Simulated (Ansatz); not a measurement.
**GaHF (SMILES [F][GaH]) at UBCCD(T)/STO-3G**

Aim: the vertical doublet–quartet gap of GaHF at UBCCD(T)/STO-3G, from 2 runs. 

Program for the calculation: Ansatz 0.2.0.

129 further runs of the same task are left out: 80 that didn't finish, 49 set aside as unsound or not needed.

## 1. The system as given

GaHF: 3 atoms, total charge 0, spin state doublet. As SMILES, `[F][GaH]`. The coordinates come from a PBE0-D4/def2-TZVP relaxation.

Bond lengths: F1–Ga2 1.767 Å, Ga2–H3 1.610 Å. Angles: F1–Ga2–H3 114.1°.

## 2. A single-point energy at UBCCD(T)/STO-3G

run.yaml reads:

```yaml
crystal:
  periodic: [false, false, false]
  atoms:
    - symbol: F
      position_ang: [-1.252000, 0.451400, -0.644800]
    - symbol: Ga
      position_ang: [0.292400, 0.469800, 0.214100]
    - symbol: H
      position_ang: [0.948600, -0.985900, 0.417400]
basis:
  gaussian:
    orbitals: STO-3G
accuracy: high
scf:
  omitted_lower_state_checks: [cluster_reference, increment]
correlation:
  method: bccd_t
  frozen_orbitals: {F: 1, Ga: 9, H: 0}
magnetization:
  spin_polarized: true
  initial_magnetization: 1
```

The run is started by

```sh
$ ansatz run run.yaml --threads 1 --pin off --max-ram 2610MiB --events-out events.jsonl --progress --plain --runs-dir runs
```

Output (excerpt; [...] marks lines left out):

```text
Warning: RAYON_NUM_THREADS=1 ignored (pool sized by the plan → 1); use --threads N
Functional definition: HF
  name "HF"
[...]
329 factors; integrals over basis functions are off by at most 3.1e-8 eV
[...]
mean field -54410.73650374 eV, -1999.5576855905 hartree, gradient 2.4e-8 eV, S^2 1.046120; 16 other end points of the search recorded, 0 dependent functions left out
10 core orbitals not correlated: weight in the atoms' cores, before any rotation towards them, 0.999 or more for the frozen orbitals, at most 0.001 for the correlated occupied ones
reference -54410.73650374 eV, -1999.5576855905 hartree; 11, 10 occupied and 3, 4 virtual orbitals, 329 factors
second order -1.47234356 eV of doubles, -0.00000000 eV of singles
cycle   1  -1.56653792 eV  change   -9.4e-2 eV  update   1.2e-1
[...]
cycle 207  -1.98059253 eV  change  -1.1e-10 eV  update   1.6e-9
perturbative correction -0.29927549 eV, -0.0109981715 hartree
Total energy: -54413.01637176 eV, -1999.6414691948 hartree
Checks for a lower state left out: cluster_reference, increment
```

Run time: 5.7 s. Hardware: 1 thread of Arm Neoverse N1, shared host.

## 3. The quartet, same level

molecule.yaml reads:

```yaml
basis:
  gaussian:
    orbitals: STO-3G
crystal:
  periodic: [false, false, false]
  atoms:
    - {symbol: F, position_ang: [-1.252000, 0.451400, -0.644800]}
    - {symbol: Ga, position_ang: [0.292400, 0.469800, 0.214100]}
    - {symbol: H, position_ang: [0.948600, -0.985900, 0.417400]}
scf:
  omitted_lower_state_checks: [cluster_reference, increment]
correlation:
  method: bccd_t
  frozen_orbitals: {F: 1, Ga: 9, H: 0}
accuracy: high
magnetization:
  spin_polarized: true
  initial_magnetization: 3
```

The run is started by

```sh
$ ansatz run molecule.yaml --threads 1 --pin off --max-ram 2610MiB --events-out events.jsonl --progress --plain --runs-dir runs
```

Output (excerpt; [...] marks lines left out):

```text
Warning: RAYON_NUM_THREADS=1 ignored (pool sized by the plan → 1); use --threads N
[... 2 set-up lines as earlier in the session ...]
[...]
329 factors; integrals over basis functions are off by at most 3.1e-8 eV
[...]
mean field -54410.26666717 eV, -1999.5404194150 hartree, gradient 3.1e-8 eV, S^2 3.758010; 17 other end points of the search recorded, 0 dependent functions left out
10 core orbitals not correlated: weight in the atoms' cores, before any rotation towards them, 0.999 or more for the frozen orbitals, at most 0.001 for the correlated occupied ones
reference -54410.26666717 eV, -1999.5404194150 hartree; 12, 9 occupied and 2, 5 virtual orbitals, 329 factors
second order -1.17422714 eV of doubles, -0.00000000 eV of singles
cycle   1  -1.38307223 eV  change   -2.1e-1 eV  update   8.8e-2
[...]
cycle  96  -1.59751884 eV  change    2.3e-9 eV  update   1.8e-9
perturbative correction -0.16410894 eV, -0.0060308925 hartree
Total energy: -54412.02829495 eV, -1999.6051580421 hartree
Checks for a lower state left out: cluster_reference, increment
```

Wall time 5.1 s (1 thread of Arm Neoverse N1, shared host).

## 4. Summary of results

At UBCCD(T)/STO-3G, 10 core orbitals frozen:

```
                                             quantity           value
                                doublet: total energy  -1999.64147 Eh
doublet: correlation energy (10 core orbitals frozen)       -83.8 mEh
                              doublet: (T) correction      -11.00 mEh
           doublet: ⟨S²⟩ of the reference determinant           1.046
                                quartet: total energy  -1999.60516 Eh
quartet: correlation energy (10 core orbitals frozen)       -64.7 mEh
                              quartet: (T) correction       -6.03 mEh
           quartet: ⟨S²⟩ of the reference determinant           3.758
     vertical energy of the quartet above the doublet        0.988 eV
```

In words: At this shape the quartet lies 0.99 eV (95.3 kJ/mol) above the doublet. In a minimal basis such a difference can be off by several eV, whatever the method. ⟨S²⟩ (doublet) is 1.05 where a pure doublet has 0.75: the reference is spin-contaminated. The triples (doublet) make up 13.1 % of the correlation energy. The triples (quartet) make up 9.3 % of the correlation energy.
